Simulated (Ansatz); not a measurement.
# C2H8BFSi: the cost of one run

Method: UKS PBE/STO-3G, in Ansatz 0.2.0.

## 1. The system as given

Bond lengths: B1–C2 1.584 Å, C2–Si3 1.845 Å, Si3–C4 1.848 Å, C4–F5 1.373 Å, B1–H6 1.171 Å, B1–H7 1.193 Å, C2–H8 1.132 Å, C2–H9 1.092 Å, Si3–H10 1.505 Å, Si3–H11 1.495 Å, C4–H12 1.159 Å, C4–H13 1.016 Å. Angles (14 of 21 angles, heavy atoms first): B1–C2–Si3 107.9°, C2–Si3–C4 112.6°, Si3–C4–F5 111.2°, B1–C2–H8 109.8°, B1–C2–H9 108.5°, Si3–C2–H8 108.1°, Si3–C2–H9 109.7°, C2–B1–H6 122.2°, C2–B1–H7 119.2°, C2–Si3–H10 109.5°, C2–Si3–H11 109.7°, C4–Si3–H10 107.2°, C4–Si3–H11 110.8°, Si3–C4–H12 104.8°.

Structure file:

```xyz
13

B    -0.5603    1.4707    1.6608
C    -0.7305    0.7810    0.2454
Si    0.5652   -0.5239    0.0901
C     0.5238   -1.3743   -1.5499
F     0.6245   -0.4727   -2.5805
H     0.3731    2.1267    1.9266
H    -1.4837    1.4863    2.4154
H    -0.5632    1.5430   -0.5755
H    -1.7204    0.3231    0.2005
H     1.9266    0.1019    0.2340
H     0.4220   -1.5114    1.2031
H    -0.5355   -1.8399   -1.6159
H     1.1788   -2.1453   -1.6392
```

## 2. Preparing the start

input.yaml reads:

```yaml
crystal:
  periodic: [false, false, false]
  atoms:
    - { symbol: B, position_ang: [-0.5603, 1.4707, 1.6608] }
    - { symbol: C, position_ang: [-0.7305, 0.781, 0.2454] }
    - { symbol: Si, position_ang: [0.5652, -0.5239, 0.0901] }
    - { symbol: C, position_ang: [0.5238, -1.3743, -1.5499] }
    - { symbol: F, position_ang: [0.6245, -0.4727, -2.5805] }
    - { symbol: H, position_ang: [0.3731, 2.1267, 1.9266] }
    - { symbol: H, position_ang: [-1.4837, 1.4863, 2.4154] }
    - { symbol: H, position_ang: [-0.5632, 1.543, -0.5755] }
    - { symbol: H, position_ang: [-1.7204, 0.3231, 0.2005] }
    - { symbol: H, position_ang: [1.9266, 0.1019, 0.234] }
    - { symbol: H, position_ang: [0.422, -1.5114, 1.2031] }
    - { symbol: H, position_ang: [-0.5355, -1.8399, -1.6159] }
    - { symbol: H, position_ang: [1.1788, -2.1453, -1.6392] }
magnetization:
  spin_polarized: true
basis:
  gaussian: { orbitals: STO-3G }
hamiltonian:
  xc: pbe
relax:
  f_tol: 0.02
  max_steps: 40
```

The run is started by

```sh
> ansatz run input.yaml --threads 1 --pin off --max-ram 2048MiB --backend cpu --events-out ev --progress --plain --runs-dir out
```

**Question.** How long does this run take on 1 thread of Arm Neoverse V2, shared host, and how much memory does it need?

About 37 s, with a peak of 0.17 GiB.
